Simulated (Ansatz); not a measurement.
**C2H4BrNSi: one species, many methods**

One table from this session's results is given with a row withheld; the runs are named, their logs left out.

Computed with Ansatz 0.2.0, Gaussian basis. Level: functionals in def2-TZVPP, the program's frozen cores in correlated methods.

The runs, in order: PBE-D4, r2SCAN-D4, PBE0-D4, B3LYP-D4, ωB97X-V, ωB97M-V, B2PLYP; CCSD(T)/def2-TZVPP; MP2/def2-QZVPP; extrapolation to the limit.

### Structure used throughout

The geometry comes from an earlier relaxation with PBE0-D4 in a triple-zeta def2 set; it is a stationary point, not always the lowest conformer.

SMILES `BrC[SiH]1C=N1`, 9 atoms, charge 0, spin multiplicity 1.

Atoms are counted from 1 here; the program's logs count them from 0.

Bond lengths: Br1–C2 1.950 Å, C2–Si3 1.864 Å, C2–H6 1.088 Å, C2–H7 1.089 Å, Si3–C4 1.772 Å, Si3–N5 1.792 Å, Si3–H8 1.474 Å, C4–N5 1.278 Å, C4–H9 1.091 Å. Angles: Br1–C2–Si3 107.7°, Br1–C2–H6 107.4°, Br1–C2–H7 106.4°, Si3–C2–H6 112.3°, Si3–C2–H7 113.3°, H6–C2–H7 109.4°, C2–Si3–C4 122.2°, C2–Si3–N5 118.0°, C2–Si3–H8 113.3°, C4–Si3–N5 42.0°, C4–Si3–H8 122.9°, N5–Si3–H8 118.8°, Si3–C4–N5 69.8°, Si3–C4–H9 161.4°, N5–C4–H9 128.8°, Si3–N5–C4 68.2°.

Coordinates:

```
Br    1.5547   -1.6578   -1.5335
C     1.3213   -0.3081   -0.1458
Si   -0.4744   -0.3133    0.3553
C    -1.5815    0.9991   -0.0841
N    -1.1421    1.1720    1.1038
H     1.6295    0.6469   -0.5668
H     1.9955   -0.5807    0.6652
H    -0.9391   -1.6246    0.8416
H    -2.2753    1.6202   -0.6531
```

The first run:

The input, in.yaml:

```yaml
crystal:
  periodic: [false, false, false]
  atoms:
    - {symbol: Br, position_ang: [1.554674, -1.657831, -1.533506]}
    - {symbol: C, position_ang: [1.321289, -0.308143, -0.145752]}
    - {symbol: Si, position_ang: [-0.474438, -0.313268, 0.355274]}
    - {symbol: C, position_ang: [-1.581505, 0.999122, -0.084071]}
    - {symbol: N, position_ang: [-1.142087, 1.172021, 1.103784]}
    - {symbol: H, position_ang: [1.629468, 0.646918, -0.566762]}
    - {symbol: H, position_ang: [1.995465, -0.580733, 0.665247]}
    - {symbol: H, position_ang: [-0.939087, -1.624578, 0.841648]}
    - {symbol: H, position_ang: [-2.275278, 1.620193, -0.653062]}
basis:
  gaussian: {orbitals: def2-TZVPP}
hamiltonian: {xc: pbe, dispersion: d4}
output: {forces: true, orbitals: {seedname: orbitals}}
```

On the command line:

```sh
ansatz run in.yaml --threads 4 --pin off --events-out ev --progress --plain --max-ram 10444MiB
```

Steps of the session up to this table: PBE-D4 (GGA); r2SCAN-D4 (meta-GGA); PBE0-D4 (hybrid); B3LYP-D4 (hybrid); ωB97X-V (range-separated); ωB97M-V (range-separated); B2PLYP (double hybrid); CCSD(T) in def2-TZVPP; MP2 in def2-QZVPP.

One of the session's tables, all rows but one given; the rest of the session is left out.

| method | atomisation energy (kJ/mol) |
| --- | --- |
| PBE-D4 | 3330.2 |
| r2SCAN-D4 | 3232.5 |
| PBE0-D4 | 3245.5 |
| B3LYP-D4 | ? |
| ωB97X-V | 3237.8 |
| ωB97M-V | 3234.3 |
| B2PLYP | 3182.8 |
| HF/def2-TZVPP | 2188.1 |
| MP2/def2-TZVPP | 3193.7 |
| CCSD/def2-TZVPP | 3044.8 |
| CCSD(T)/def2-TZVPP | 3116.8 |
| MP2/CBS | 3300.0 |
| CCSD(T)/CBS | 3223.1 |

Q: Estimate the row for B3LYP-D4 from the others.

**Answer.** atomisation energy (kJ/mol): 3217.9. In the column «atomisation energy (kJ/mol)» it lies between MP2/def2-TZVPP (3193.7) and CCSD(T)/CBS (3223.1).
